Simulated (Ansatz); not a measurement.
# C2H7NSSi: a ladder of functionals and wavefunction methods

Aim: compute C2H7NSSi with functionals from several rungs and with coupled cluster, and see how far each lands from CCSD(T) at the basis-set limit for the atomisation energy.

Computed with Ansatz 0.2.0, Gaussian basis. Level: functionals in def2-TZVPP, the program's frozen cores in correlated methods.

Levels to be run: PBE-D4, r2SCAN-D4, PBE0-D4, B3LYP-D4, ωB97X-V, ωB97M-V, B2PLYP; CCSD(T)/def2-TZVPP; MP2/def2-QZVPP; extrapolation to the limit.

## 1. The relaxed structure

All runs share one geometry, relaxed beforehand with PBE0-D4 in a triple-zeta def2 set.

SMILES `[SiH3]N1CSC1`, 12 atoms, charge 0, spin multiplicity 1.

Atoms are counted from 1 here; the program's logs count them from 0.

Bond lengths: Si1–N2 1.719 Å, Si1–H6 1.486 Å, Si1–H7 1.486 Å, Si1–H8 1.494 Å, N2–C3 1.453 Å, N2–C5 1.453 Å, C3–S4 1.829 Å, C3–H9 1.096 Å, C3–H10 1.094 Å, S4–C5 1.829 Å, C5–H11 1.096 Å, C5–H12 1.094 Å. Angles: N2–Si1–H6 107.6°, N2–Si1–H7 107.6°, N2–Si1–H8 114.4°, H6–Si1–H7 111.4°, H6–Si1–H8 108.0°, H7–Si1–H8 108.0°, Si1–N2–C3 128.0°, Si1–N2–C5 128.0°, C3–N2–C5 100.6°, N2–C3–S4 91.8°, N2–C3–H9 115.1°, N2–C3–H10 114.2°, S4–C3–H9 112.2°, S4–C3–H10 113.4°, H9–C3–H10 109.4°, C3–S4–C5 75.3°, N2–C5–S4 91.8°, N2–C5–H11 115.1° and more.

## 2. PBE-D4 (GGA)

Input file in.yaml:

```yaml
crystal:
  periodic: [false, false, false]
  atoms:
    - {symbol: Si, position_ang: [-1.343998, 0.189112, 0.931819]}
    - {symbol: N, position_ang: [0.002063, 0.121200, -0.134593]}
    - {symbol: C, position_ang: [1.346662, 0.622741, 0.090874]}
    - {symbol: S, position_ang: [1.997570, -0.315942, -1.338073]}
    - {symbol: C, position_ang: [0.247105, -0.830449, -1.204478]}
    - {symbol: H, position_ang: [-1.361106, 1.541646, 1.546952]}
    - {symbol: H, position_ang: [-2.567929, -0.054240, 0.125104]}
    - {symbol: H, position_ang: [-1.310107, -0.818822, 2.034345]}
    - {symbol: H, position_ang: [1.806996, 0.309787, 1.035439]}
    - {symbol: H, position_ang: [1.445286, 1.706674, -0.019421]}
    - {symbol: H, position_ang: [0.146554, -1.884675, -0.920677]}
    - {symbol: H, position_ang: [-0.332094, -0.642332, -2.113291]}
basis:
  gaussian: {orbitals: def2-TZVPP}
hamiltonian: {xc: pbe, dispersion: d4}
output: {forces: true, orbitals: {seedname: orbitals}}
```

The run is started by

```
$ ansatz run in.yaml --threads 4 --pin off --events-out ev --progress --plain --max-ram 10444MiB
```

After this run come: r2SCAN-D4 (meta-GGA); PBE0-D4 (hybrid); B3LYP-D4 (hybrid); ωB97X-V (range-separated); ωB97M-V (range-separated); B2PLYP (double hybrid); CCSD(T) in def2-TZVPP; MP2 in def2-QZVPP.

Before running them: what should the planned runs give, taken together? Wanted: atomisation energy, CCSD(T)/CBS; farthest; mean size of error, hybrid; mean size of error, range-separated; gap, smallest and largest; T1 diagnostic; triples share of the correlation energy.

As calculated:

| quantity | value |
| --- | --- |
| atomisation energy, CCSD(T)/CBS | 43.495 eV |
| functionals within 0.217 eV (0.5 %) | r2SCAN-D4, PBE0-D4, B3LYP-D4 |
| farthest | PBE-D4 (+0.916 eV) |
| mean size of error, hybrid | 0.139 eV |
| mean size of error, range-separated | 0.343 eV |
| gap, smallest and largest | 3.73 eV (PBE-D4), 10.57 eV (ωB97X-V) |
| T1 diagnostic | 0.0109 |
| triples share of the correlation energy | 4.2 % |

**Reading.** PBE-D4 misses by +0.916 eV. Double hybrids carry the basis error of their MP2 part in triple zeta, and no dispersion term here, so their miss is partly the set-up's. The reference freezes the cores and leaves out relativity and excitations past (T), so misses under about 0.217 eV can't be ranked. Hartree-Fock recovers 71 % of the binding; the rest is correlation. Orbital gaps span 3.7 to 10.6 eV; exact exchange widens them.
